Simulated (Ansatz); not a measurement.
# BeCdF4: the cost of one run

Method: DFT PBE, scalar-relativistic, plane waves, PAW, in Ansatz 0.2.0.

## 1. The starting structure

Symmetry: P4/mmm, No. 123, tetragonal system. Conventional cell: a = 3.046 Å, b = 3.046 Å, c = 8.377 Å, α = 90.00°, β = 90.00°, γ = 90.00°. Around Be (site symmetry 4/mmm) lie 4 F at 2.15 Å. Cd (site symmetry 4/mmm) has 4 F at 2.15 Å as nearest neighbours. Around F (site symmetry 4/mmm) lie 4 Cd at 2.15 Å. F (site symmetry 4mm) is surrounded by 1 F at 1.72 Å. Around F (site symmetry 4/mmm) lie 2 F at 1.72 Å and 4 Be at 2.15 Å.

Structure file:

```cif
data_structure
_symmetry_space_group_name_H-M 'P4/mmm'
_symmetry_Int_Tables_number 123
_cell_length_a 3.0460
_cell_length_b 3.0460
_cell_length_c 8.3771
_cell_angle_alpha 90.000
_cell_angle_beta 90.000
_cell_angle_gamma 90.000
_cell_volume 77.72
loop_
_atom_site_label
_atom_site_type_symbol
_atom_site_symmetry_multiplicity
_atom_site_Wyckoff_symbol
_atom_site_fract_x
_atom_site_fract_y
_atom_site_fract_z
_atom_site_occupancy
Be1 Be 1 d 0.50000 0.50000 0.50000 1
Cd1 Cd 1 c 0.50000 0.50000 0.00000 1
F1 F 1 a 0.00000 0.00000 0.00000 1
F2 F 2 g 0.00000 0.00000 0.70521 1
F3 F 1 b 0.00000 0.00000 0.50000 1
```

The cell is invented: random cell by space group and Wyckoff sites (P4/mmm, No. 123). Its size is a rough estimate.

## 2. A first look at the guess

Contents of input.yaml:

```yaml
crystal:
  lattice:
    - [3.04599974, 0.0, 0.0]
    - [0.0, 3.04599974, 0.0]
    - [0.0, 0.0, 8.37705797]
  atoms:
    - { symbol: Be, position: [0.5, 0.5, 0.5] }
    - { symbol: Cd, position: [0.5, 0.5, 0.0] }
    - { symbol: F, position: [0.0, 0.0, 0.0] }
    - { symbol: F, position: [0.0, 0.0, 0.70521164] }
    - { symbol: F, position: [0.0, 0.0, 0.29478836] }
    - { symbol: F, position: [0.0, 0.0, 0.5] }
basis:
  ecutwfc: 420
kpoints:
  mp_grid: { grid: [6, 6, 2] }
hamiltonian:
  xc: pbe
scf:
  occupations: { method: gaussian, width: 0.1 }
  lower_state_search: "off"
output:
  forces: true
  stress: true
  eigenvalues: true
```

On the command line:

```sh
ansatz run input.yaml --threads 1 --pin off --max-ram 2048MiB --backend cpu --events-out ev --progress --plain --runs-dir out
```

**Question.** How long does this run take on 1 thread of Arm Neoverse V1, shared host, and how much memory does it need?

About 3.6 s, with a peak of 0.34 GiB.
